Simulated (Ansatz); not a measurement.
Working through energies of removing a hydrogen of C4H5Br, SMILES BrC=C1CC1

Computed with Ansatz's Python interface.

At the Python prompt:
```pycon
>>> import ansatz
>>> def total_energy(molecule, charge=0, unpaired=0):
...     calc = (
...         molecule.calculation()
...         .basis(gaussian="6-31G*")
...         .functional("cam_b3lyp")
...     )
...     if charge:
...         calc = calc.charge(charge)
...     if unpaired:
...         calc = calc.spin("collinear", total=unpaired)
...     report = calc.run().report
...     if report["published_state_doubts"]:
...         print("  doubts:", report["published_state_doubts"])
...     return report["free_energy_ev"]
...
>>> def without(molecule, index):
...     rest = ansatz.Crystal.molecule()
...     for i, site in enumerate(molecule.cartesian_sites):
...         if i != index:
...             rest = rest.atom(site.symbol, site.position_ang)
...     return rest
...
>>> geometry_ang = [
...     ("Br", (2.8113, 0.8228, 0.6004)),
...     ("C", (1.5235, -0.3505, -0.0277)),
...     ("C", (0.2338, -0.0996, -0.0246)),
...     ("C", (-1.0504, -0.5822, -0.3461)),
...     ("C", (-0.7851, 0.8196, 0.2976)),
...     ("H", (1.928, -1.2809, -0.4063)),
...     ("H", (-1.4587, -1.3612, 0.2828)),
...     ("H", (-1.3182, -0.6182, -1.393)),
...     ("H", (-0.8719, 1.6964, -0.3291)),
...     ("H", (-1.0123, 0.9537, 1.3461)),
... ]
>>> system = ansatz.Crystal.molecule()
>>> for symbol, xyz in geometry_ang:
...     system = system.atom(symbol, xyz)
...
>>> whole = total_energy(system, 0)
>>> hydrogen = total_energy(ansatz.Crystal.molecule().atom("H", (0, 0, 0)), 0, 1)
>>> print(f"E(molecule) = {whole:.5f} eV, E(H) = {hydrogen:.5f} eV")
E(molecule) = -74266.38603 eV, E(H) = -13.51936 eV
>>> for index in [5, 9]:
...     radical = total_energy(without(system, index), 0, 1)
...     print(f"H{index}: homolysis {96.485332 * (radical + hydrogen - whole):.1f} kJ/mol")
...
H5: homolysis 480.7 kJ/mol
H9: homolysis 474.7 kJ/mol
```

What to keep in mind:
- Total energies depend on the basis set; only differences at equal settings carry meaning.
- The geometry is a force-field or estimated start, not a minimum of this method, and the basis set is short of its limit. All parts are taken at fixed geometry, without zero-point energy.
- The spin-orbit lowering of heavy atoms is left out.
- It ran for 43 s on 1 thread of Arm Neoverse N1, with other jobs on the host, peak memory 0.42 GiB.
